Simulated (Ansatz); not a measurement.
# FH₄InSi: up Jacob's ladder to CCSD(T)

One table from this session's results is given with a row withheld; the runs are named, their logs left out.

Method: functionals in def2-TZVPP, the program's frozen cores in correlated methods; program: Ansatz 0.2.0, Gaussian basis.

Plan: LDA (SPW92), PBE-D4, revPBE-D4, BLYP-D4, r2SCAN-D4, B97M-V, PBE0-D4, B3LYP-D4, r2SCANh-D4, r2SCAN0-D4, HSE06-D4, BHLYP-D4, CAM-B3LYP-D4, LC-ωPBE, ωB97X-V, ωB97M-V, B2PLYP, PBE-QIDH; CCSD(T)/def2-SVP; CCSD(T)/def2-TZVPP; MP2/def2-QZVPP; extrapolation to the limit; RPA on PBE.

## The relaxed structure

All runs share one geometry, relaxed beforehand with PBE0-D4 in a triple-zeta def2 set. In takes the def2 core potential; no spin-orbit term is included.

7 atoms, charge 0, spin multiplicity 1.

Atoms are counted from 1 here; the program's logs count them from 0.

Bond lengths: F1–In2 1.968 Å, In2–Si3 2.559 Å, In2–H4 1.714 Å, Si3–H5 1.486 Å, Si3–H6 1.486 Å, Si3–H7 1.487 Å. Angles: F1–In2–Si3 109.2°, F1–In2–H4 109.4°, Si3–In2–H4 141.4°, In2–Si3–H5 109.2°, In2–Si3–H6 109.1°, In2–Si3–H7 111.4°, H5–Si3–H6 109.2°, H5–Si3–H7 109.0°, H6–Si3–H7 109.0°.

Geometry (Å):

```
F    -0.1960   -2.3400    1.2988
In   -0.7560   -1.1649   -0.1768
Si    0.5280    1.0431   -0.0286
H    -1.9378   -1.9659   -1.1253
H     1.9860    0.7659   -0.1088
H     0.2260    1.6960    1.2722
H     0.1498    1.9658   -1.1314
```

Set-up of the first run:

The input, in.yaml:

```yaml
crystal:
  periodic: [false, false, false]
  atoms:
    - {symbol: F, position_ang: [-0.196005, -2.339999, 1.298762]}
    - {symbol: In, position_ang: [-0.756006, -1.164934, -0.176811]}
    - {symbol: Si, position_ang: [0.527959, 1.043122, -0.028571]}
    - {symbol: H, position_ang: [-1.937804, -1.965851, -1.125348]}
    - {symbol: H, position_ang: [1.986018, 0.765894, -0.108782]}
    - {symbol: H, position_ang: [0.225991, 1.695993, 1.272156]}
    - {symbol: H, position_ang: [0.149848, 1.965774, -1.131407]}
basis:
  gaussian: {orbitals: def2-TZVPP}
hamiltonian: {xc: lda}
output: {orbitals: {seedname: orbitals}}
```

Steps of the session up to this table: LDA; PBE-D4 (GGA); revPBE-D4 (GGA); BLYP-D4 (GGA); r2SCAN-D4 (meta-GGA); B97M-V (meta-GGA); PBE0-D4 (hybrid); B3LYP-D4 (hybrid); r2SCANh-D4 (hybrid); r2SCAN0-D4 (hybrid); HSE06-D4 (hybrid); BHLYP-D4 (hybrid); CAM-B3LYP-D4 (range-separated); LC-ωPBE (range-separated); ωB97X-V (range-separated); ωB97M-V (range-separated); B2PLYP (double hybrid); PBE-QIDH (double hybrid).

One of the session's tables, all rows but one given; the rest of the session is left out.

It belongs to the step «Frontier levels by functional». 

| functional | HOMO (eV) | LUMO (eV) | gap (eV) |
| --- | --- | --- | --- |
| LDA (SPW92) | -6.88 | -3.00 | 3.88 |
| PBE-D4 | -6.74 | -2.75 | 3.99 |
| revPBE-D4 | -6.68 | -2.64 | 4.04 |
| BLYP-D4 | -6.62 | -2.71 | 3.91 |
| r2SCAN-D4 | -7.02 | -2.55 | 4.47 |
| B97M-V | -7.12 | -2.80 | 4.32 |
| PBE0-D4 | -7.89 | -2.05 | 5.84 |
| B3LYP-D4 | -7.70 | -2.32 | 5.39 |
| r2SCANh-D4 | ? | ? | ? |
| r2SCAN0-D4 | -8.07 | -1.94 | 6.14 |
| HSE06-D4 | -7.50 | -2.41 | 5.09 |
| BHLYP-D4 | -8.90 | -1.41 | 7.49 |
| CAM-B3LYP-D4 | -9.14 | -1.22 | 7.93 |
| LC-ωPBE | -10.41 | -0.09 | 10.31 |
| ωB97X-V | -10.09 | -0.23 | 9.86 |
| ωB97M-V | -9.91 | -0.49 | 9.42 |

Q: Estimate the row for r2SCANh-D4 from the others.

Worked estimate for «HOMO (eV)». Against the share of exact exchange, r2SCAN-D4 (0, -7.02), r2SCAN0-D4 (0.25, -8.07) give a slope of -4.20 per unit share; at 0.1 the line stands at -7.44.

As computed: HOMO (eV): -7.45; LUMO (eV): -2.30; gap (eV): 5.15. In «HOMO (eV)» the line misses by +0.01.
